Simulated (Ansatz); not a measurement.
Wanted: the native input for an Ansatz 0.2.0 run.

| Quantity | Value |
| --- | --- |
| Task | single point |
| Functional | PBE |
| Potentials or basis | Ansatz PAW |
| Cutoff | 420 eV (not typed: the program's choice for these potentials) |
| k mesh | 11 × 11 × 1 |
| Occupations | fermi-dirac, width 0.05 eV |
| Spin | no spin polarisation |
| Boundary along the surface normal | dipole_correction |
| Miller | [0, 0, 1] |
| Bulk formula | WC |

Slab: W4C3, a slab with vacuum.

```
W C
1.0
     2.90050    0.00000    0.00000
    -1.45025    2.51191    0.00000
     0.00000    0.00000   23.48700
W C
4 3
Direct
  0.00000 0.00000 0.31933
  0.00000 0.00000 0.43978
  0.00000 0.00000 0.56022
  0.00000 0.00000 0.68067
  0.66667 0.33333 0.37955
  0.66667 0.33333 0.50000
  0.66667 0.33333 0.62045
```

The cell isn't the ideal one: the (0 0 1) slab of WC, cut from the database cell, not relaxed.

These files were run (other wordings do the same):

input.yaml

```yaml
crystal:
  lattice:
    - [2.900501436, 0.0, 0.0]
    - [-1.450250718, 2.5119079273, 0.0]
    - [0.0, 0.0, 23.487]
  atoms:
    - { symbol: W, position: [0.0, 0.0, 0.3193255844] }
    - { symbol: C, position: [0.6666666667, 0.3333333334, 0.3795503896] }
    - { symbol: W, position: [0.0, 0.0, 0.4397751948] }
    - { symbol: C, position: [0.6666666667, 0.3333333334, 0.5] }
    - { symbol: W, position: [0.0, 0.0, 0.5602248052] }
    - { symbol: C, position: [0.6666666667, 0.3333333334, 0.6204496104] }
    - { symbol: W, position: [0.0, 0.0, 0.6806744156] }
hamiltonian:
  xc: pbe
  pseudopotentials: { kind: paw }
kpoints:
  mp_grid: { grid: [11, 11, 1] }
scf:
  occupations: { method: fermi_dirac, width: 0.05 }
output:
  forces: true
  eigenvalues: true
efield:
  axis: 3
  dipole_correction: true
  ramp_width: 0.04
```

Potentials or basis: Ansatz PAW.

Command:

```bash
$ ansatz run input.yaml --threads 4 --pin off --max-ram 11264MiB --backend cpu --events-out ev --progress --plain --runs-dir out
```

It gave:

```json
{"Largest force": "0.806 eV/Å", "Band gap on the k mesh": "none (metal or under the smearing width)", "Work function of the upper face": "4.78 eV", "Work function of the lower face": "4.78 eV", "Dipole across the slab": "0.000 e·Å"}
```

Run time: 3.8 s on 4 threads of Arm Neoverse V1 (shared host), peak memory 0.48 GiB.
